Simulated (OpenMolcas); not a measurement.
# CH3AlF2O (SMILES C[O][Al]([F])[F]) at 6 levels

Aim: a comparison of 6 runs (HF/STO-3G, HF/3-21G, HF/6-31G*, B2PLYP/6-31G*, BLYP/6-31G*, CCSD(T)/6-31G*) of CH3AlF2O. 

The calculation is run with OpenMolcas 26.06.

1 further run of the same task is left out (set aside as unsound or not needed).

## (1) The structure to begin with

The species is CH3AlF2O (8 atoms), meant as a singlet with charge 0. SMILES: `C[O][Al]([F])[F]`. Geometry: relaxed at PBE0-D4/def2-TZVP.

Bond lengths: C1–O2 1.401 Å, O2–Al3 1.661 Å, Al3–F4 1.634 Å, Al3–F5 1.639 Å, C1–H6 1.095 Å, C1–H7 1.094 Å, C1–H8 1.094 Å. Angles: C1–O2–Al3 136.9°, O2–Al3–F4 119.6°, O2–Al3–F5 122.1°, F4–Al3–F5 118.3°, O2–C1–H6 112.5°, O2–C1–H7 109.7°, O2–C1–H8 109.7°, H6–C1–H7 108.4°, H6–C1–H8 108.4°, H7–C1–H8 108.1°.

## (2) Energy and forces at HF/STO-3G (run 1)

run.inp reads:

```
>>> EXPORT MOLCAS_PRINT=2

&GATEWAY
 BasLib=$CurrDir
 Coord
 8
 angstrom
 C       -0.239000       0.900700       0.881500
 O       -0.459800      -0.316300       0.222600
 Al       0.227600      -1.156300      -1.035300
 F       -0.392600      -2.602700      -1.474500
 F        1.520300      -0.581200      -1.861800
 H        0.609600       1.454200       0.465200
 H       -0.042800       0.715700       1.941600
 H       -1.131100       1.528900       0.804800
 Basis=STO-3G
 Group=NoSym

&SEWARD

&SCF
 Thresholds=1e-10 1e-07 1e-07 1e-05
 PrOrbitals=0

&ALASKA
```

The basis set STO-3G is read from a file made from the Basis Set Exchange's data (not shown).

Run with:

```bash
$ export MOLCAS_MEM=1860
$ pymolcas run.inp > run.log
```

The log of the run:

```text
--- Start Module: gateway ---
[...]
--- Stop Module: gateway /rc=_RC_ALL_IS_WELL_ ---
[...]
      Basis functions           32
[...]
--- Start Module: scf ---
[...]
       Convergence after  11 Iterations
[...]
::    Total SCF energy                               -548.2028755474
[...]
      Total spin, S                                     0.0000000000
[...]
      Total electronic charge=   48.000000
      Total            charge=   -0.000000
[...]
      Dipole Moment (debye):
      Origin of the operator (angstrom)=    0.1747   -0.8564   -0.7703
                   X=  2.1743E-01               Y=  7.7449E-01               Z=  3.4485E-01           Total=  8.7524E-01
      Quadrupole Moment (debye*angstrom):
[...]
--- Stop Module: scf /rc=_RC_ALL_IS_WELL_ ---
--- Start Module: alaska ---
[...]
 *              Molecular gradients               *
 **************************************************
  Irreducible representation: a
 ------------------------------------------------------------------------------------------
                              X                       Y                       Z
 ------------------------------------------------------------------------------------------
  C1               -7.77922537785694E-03    1.04332175158435E-02    1.47419156746746E-02
  O2                6.62934293436024E-03    2.63600704603483E-02    1.25366904125119E-02
  AL3              -1.04305617814059E-02   -6.98529846775231E-03    4.96860623696016E-03
  F4               -7.87731632901068E-03   -2.30518079771969E-02   -8.91327280980381E-03
  F5                2.17547828738098E-02    8.81755255911809E-03   -1.45203491806392E-02
  H6               -1.21846096149447E-03   -6.30888005508945E-03   -3.32026722293954E-03
  H7               -1.32535795991362E-03   -4.05469554322765E-03   -3.55516425563795E-03
  H8                2.46796601568899E-04   -5.21015849209228E-03   -1.93815885512322E-03
[...]
--- Stop Module: alaska /rc=_RC_ALL_IS_WELL_ ---
[...]
```

Wall time 2.3 s (1 thread of Arm Neoverse V1, shared host); peak memory 0.37 GiB.

## (3) Energy and forces at HF/3-21G (run 2)

calc.input reads:

```
* CH3AlF2O Hartree-Fock

&GATEWAY
  BASLIB=$CurrDir
  BASISSET
  C.3-21G....
  C1 -0.239000 0.900700 0.881500 angstrom
  End of Basis
  BASISSET
  O.3-21G....
  O2 -0.459800 -0.316300 0.222600 angstrom
  End of Basis
  BASISSET
  Al.3-21G....
  Al3 0.227600 -1.156300 -1.035300 angstrom
  End of Basis
  BASISSET
  F.3-21G....
  F4 -0.392600 -2.602700 -1.474500 angstrom
  F5 1.520300 -0.581200 -1.861800 angstrom
  End of Basis
  BASISSET
  H.3-21G....
  H6 0.609600 1.454200 0.465200 angstrom
  H7 -0.042800 0.715700 1.941600 angstrom
  H8 -1.131100 1.528900 0.804800 angstrom
  End of Basis

&SEWARD

&SCF
  THRESHOLDS=1e-10 1e-07 1e-07 1e-05
  PRORBITALS=1 2

&ALASKA
```

The basis set 3-21G is read from a file made from the Basis Set Exchange's data (not shown).

Run with:

```bash
$ export MOLCAS_MEM=1860
$ pymolcas calc.input > calc.log
```

The log of the run:

```text
--- Start Module: gateway ---
[...]
--- Stop Module: gateway /rc=_RC_ALL_IS_WELL_ ---
[...]
      Basis functions           55
[...]
--- Start Module: scf ---
[...]
       Convergence after  12 Iterations
[...]
::    Total SCF energy                               -552.4458542151
[...]
      Total spin, S                                     0.0000000000
[...]
      Total electronic charge=   48.000000
      Total            charge=   -0.000000
[...]
      Dipole Moment (debye):
      Origin of the operator (angstrom)=    0.1747   -0.8564   -0.7703
                   X=  1.7224E-01               Y=  2.1291E+00               Z=  1.3564E+00           Total=  2.5303E+00
      Quadrupole Moment (debye*angstrom):
[...]
--- Stop Module: scf /rc=_RC_ALL_IS_WELL_ ---
[...]
--- Start Module: alaska ---
[...]
 *              Molecular gradients               *
 **************************************************
  Irreducible representation: a
 ------------------------------------------------------------------------------------------
                              X                       Y                       Z
 ------------------------------------------------------------------------------------------
  C1                3.45729402339628E-03   -1.62290633475681E-02   -1.50375785649959E-02
  O2               -8.18878642095910E-03    9.29916532864716E-03    1.45162721370795E-02
  AL3               5.73757658042015E-03    3.01990718196254E-03   -3.33798251158990E-03
  F4               -1.83064453244430E-03    7.64441405657124E-04    2.30206454865201E-03
  F5                2.07328958873454E-03    9.45577407923004E-04   -1.30664918238921E-03
  H6                4.55993479430505E-03    2.18460996210901E-03   -2.78027142953019E-03
  H7                1.06592211441503E-03   -2.96734437598114E-03    6.97572733342744E-03
  H8               -6.87458614787761E-03    2.98270643738219E-03   -1.33158233061581E-03
[...]
--- Stop Module: alaska /rc=_RC_ALL_IS_WELL_ ---
[...]
```

Wall time 3 s (1 thread of Arm Neoverse V1, shared host); peak memory 0.39 GiB.

Runs 3 to 5 aren't shown in full; the table further down has their settings and results.

## (4) A single-point energy at CCSD(T)/6-31G(d) (spherical functions) (run 6)

input.xyz reads:

```xyz
8

C     -0.239000     0.900700     0.881500
O     -0.459800    -0.316300     0.222600
Al     0.227600    -1.156300    -1.035300
F     -0.392600    -2.602700    -1.474500
F      1.520300    -0.581200    -1.861800
H      0.609600     1.454200     0.465200
H     -0.042800     0.715700     1.941600
H     -1.131100     1.528900     0.804800
```

run.inp reads:

```
&GATEWAY
  BasLib=$CurrDir
  Coord=input.xyz
  Basis=6-31Gs
  Group=NoSym

&SEWARD

&SCF
  Thresholds=1e-10 1e-07 1e-07 1e-05
  PrOrbitals=1 1

&RASSCF
  FileOrb=$Project.ScfOrb
  Spin=1
  Nactel=0 0 0
  Inactive=24
  Ras2=0
  OutOrbitals=Canonical
  OrbListing=Nothing

&MOTRA
  JobIph
  Frozen=9

&CCSDT
  CCT
  Triples=2
  Iterations=80
  Accuracy=1e-08
  Extrapolation=5 4
```

The basis set 6-31G* is read from a file made from the Basis Set Exchange's data (not shown).

Run with:

```bash
$ export MOLCAS_MEM=1860
$ pymolcas run.inp > run.log
```

The log of the run:

```text
--- Start Module: gateway ---
[...]
--- Stop Module: gateway /rc=_RC_ALL_IS_WELL_ ---
[...]
      Basis functions           80
[...]
       Convergence after  14 Iterations
[...]
::    Total SCF energy                               -555.4505335065
[...]
      Total spin, S                                     0.0000000000
[...]
      Number of active orbitals                  0
[...]
      Spin quantum number                      0.0
[...]
      Active orbitals                            0
[...]
      Number of CSFs                             1
[...]
      Number of root(s) required                 1
[...]
      Convergence after  4 iterations
[...]
      Natural orbitals and occupation numbers for root  1
      ************************************************************************************************************************
      *                                                    Final results                                                     *
      ************************************************************************************************************************
[...]
::    RASSCF root number  1 Total energy:   -555.45053351
[...]
      Total electronic charge=   48.000000
      Total            charge=   -0.000000
[...]
      Dipole Moment (debye):
      Origin of the operator (angstrom)=    0.1747   -0.8564   -0.7703
                   X=  4.9823E-02               Y=  1.8539E+00               Z=  1.2767E+00           Total=  2.2515E+00
      Quadrupole Moment (debye*angstrom):
[...]
--- Start Module: motra ---
[...]
      *** WARNING: Default frozen orbitals is overwritten by user input.
      *** Default values:   6
[...]
--- Stop Module: motra /rc=_RC_ALL_IS_WELL_ ---
--- Start Module: ccsdt ---
[...]
      Convergence after                    17  Iterations
      Total energy (diff) :    -556.17032810       0.00000000
[...]
 METHOD                       : CCSD+T(CCSD)+<T3(1)WT1> = CCSD(T)
[...]
       CCSD     =      -556.1703280976303
[...]
--- Stop Module: ccsdt /rc=_RC_ALL_IS_WELL_ ---
[...]
```

It took 73 s on 1 thread of Arm Neoverse V1, shared host; peak memory 0.45 GiB.

## (5) All runs side by side

| run | level | task | frozen core orbitals | energy (Eh) | dipole moment (D) of the reference | HOMO energy (eV) | LUMO energy (eV) | wall time |
| --- | --- | --- | --- | --- | --- | --- | --- | --- |
| 1 | HF/STO-3G | gradient | – | -548.202876 | 0.88 | -8.46 | 10.29 | 2.3 s |
| 2 | HF/3-21G | gradient | – | -552.445854 | 2.53 | -12.21 | 2.79 | 3 s |
| 3 | HF/6-31G* (spherical functions) | gradient | – | -555.450534 | 2.25 | -12.56 | 2.32 | 8.1 s |
| 4 | B2PLYP/6-31G* (spherical functions) | energy | 9 | -557.027501 | 2.15 | -9.99 | 0.35 | 20 s |
| 5 | BLYP/6-31G* (spherical functions) | gradient | – | -557.351916 | 1.99 | -6.69 | -1.54 | 30 s |
| 6 | CCSD(T)/6-31G* (spherical functions) | energy | 9 | -556.183627 | 2.25 | -12.56 | 2.32 | 73 s |

## (6) Results

| quantity | value |
| --- | --- |
| run 6: total energy | -556.18363 Eh |
| run 6: dipole moment (mean-field density) | 2.25 D |
| run 6: HOMO energy (Hartree–Fock orbitals) | -12.56 eV |
| run 6: LUMO energy (Hartree–Fock orbitals) | 2.32 eV |
| run 6: HOMO–LUMO gap (Hartree–Fock orbitals) | 14.88 eV |
| run 6: correlation energy (9 core orbitals frozen) | -733.1 mEh |
| run 6: (T) correction | -13.30 mEh |

**Reading.** Over runs 1, 2, 3, 4, 5 the dipole moment (its size) runs from 0.88 D (HF/STO-3G) to 2.53 D (HF/3-21G). Over runs 1, 2, 3, 4, 5 the HOMO–LUMO gap runs from 5.15 eV (BLYP/6-31G*) to 18.75 eV (HF/STO-3G). The two ends differ in method and basis. For B2PLYP the log adds the whole second-order term; the table takes 0.27 of it, as the functional is defined. Totals of different functionals can't be ranked against each other. In run 1 the basis is minimal, so the values are rough. All runs together took 2.3 min, the longest 73 s.
